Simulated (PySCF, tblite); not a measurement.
# C₆H₇F₃: geometry, infrared bands and NMR shifts

Wanted: the infrared bands and NMR shifts of C₆H₇F₃ (`FC[C@]1(C(F)F)[C@@H]2C[C@@H]21`), by calculation.

Computed with tblite 0.8.0 and PySCF 2.14.0, with density-fitted response routines of our own, on a single molecule in the gas phase. Atoms count from 0, in the outputs and in this text.

## Step 1: Starting geometry

16 atoms, charge 0, multiplicity 1; geometry from: force field or distance geometry start.

Bonds of the start (Å): F0–C1 1.34, C1–C2 1.45, C2–C3 1.54, C3–F4 1.38, C3–F5 1.40, C2–C6 1.52, C6–C7 1.56, C7–C8 1.54, C8–C2 1.56, C8–C6 1.38, C1–H9 1.12, C1–H10 1.12, C3–H11 1.08, C6–H12 1.04, C7–H13 1.10, C7–H14 1.05, C8–H15 1.02.

## Step 2: Optimising the geometry with GFN2-xTB

What the job is given:

```
{"job": {"kind": "relax", "xc": "GFN2-xTB", "basis": "xTB"}, "charge": 0, "multiplicity": 1}
F      0.123300     2.278500    -0.678400
C     -0.750800     1.285500    -0.466000
C     -0.356500     0.033400     0.150900
C     -1.494100    -0.991900     0.314800
F     -2.467100    -0.454700     1.130600
F     -0.979500    -2.114900     0.977900
C      0.942900    -0.478900     0.740200
C      1.973000     0.408300    -0.029200
C      0.884500    -0.499200    -0.635600
H     -1.201900     1.039200    -1.462800
H     -1.615300     1.721800     0.097200
H     -1.892000    -1.348000    -0.629000
H      1.115300    -1.056700     1.587700
H      2.959800    -0.086100    -0.079900
H      1.878000     1.343500     0.444700
H      0.872700    -1.070900    -1.474700
```

Run with:

```sh
OMP_NUM_THREADS=1 python probes_run.py task.json out
```

This one command runs all jobs of the session in turn.

**Question.** This job is followed by: GFN2-xTB harmonic vibrations, gas phase; GIAO PBE0/pcSseg-1 NMR shielding, non-relativistic, gas phase. What will the session give for the following? strongest single infrared mode (GFN2-xTB); zero-point energy (GFN2-xTB); 13C shifts against TMS (PBE0/pcSseg-1, means over atoms taken as alike); 1H shifts against TMS (PBE0/pcSseg-1, means over atoms taken as alike); 19F shifts against CFCl3 (PBE0/pcSseg-1, means over atoms taken as alike).

The runs gave:

| quantity | value |
| --- | --- |
| strongest single infrared mode (GFN2-xTB) | 1021 cm⁻¹, 107 km/mol |
| zero-point energy (GFN2-xTB) | 73.3 kcal/mol |
| 13C shifts against TMS (PBE0/pcSseg-1, means over atoms taken as alike) | 119.5, 77.8, 55.4, 25.0, 7.2 ppm |
| 1H shifts against TMS (PBE0/pcSseg-1, means over atoms taken as alike) | 6.51, 4.76, 2.16, 1.53, 1.11 ppm |
| 19F shifts against CFCl3 (PBE0/pcSseg-1, means over atoms taken as alike) | -151.4, -264.9 ppm |

What this shows: Relaxing lowered the energy by 1.761 eV in 145 steps; the close pair that moved most is C6–C8, from 1.377 to 1.490 Å. All 42 modes are real, so the xTB geometry is a minimum. The strongest single mode, at 1021 cm⁻¹, is spread over many atoms; the largest shares are those of C3, F4. GFN2-xTB is a fitted tight-binding method: band positions and strengths are rough. Its intensities can rank the bands wrongly. The most deshielded hydrogen is H11 (hydrogen on an sp3 CH bonded to 2 F), at 6.51 ppm: its carbon carries F, which withdraws density. At PBE0/pcSseg-1: Shielding is most anisotropic at F4, F5 (span 183 ppm, paramagnetic term -151 ppm).
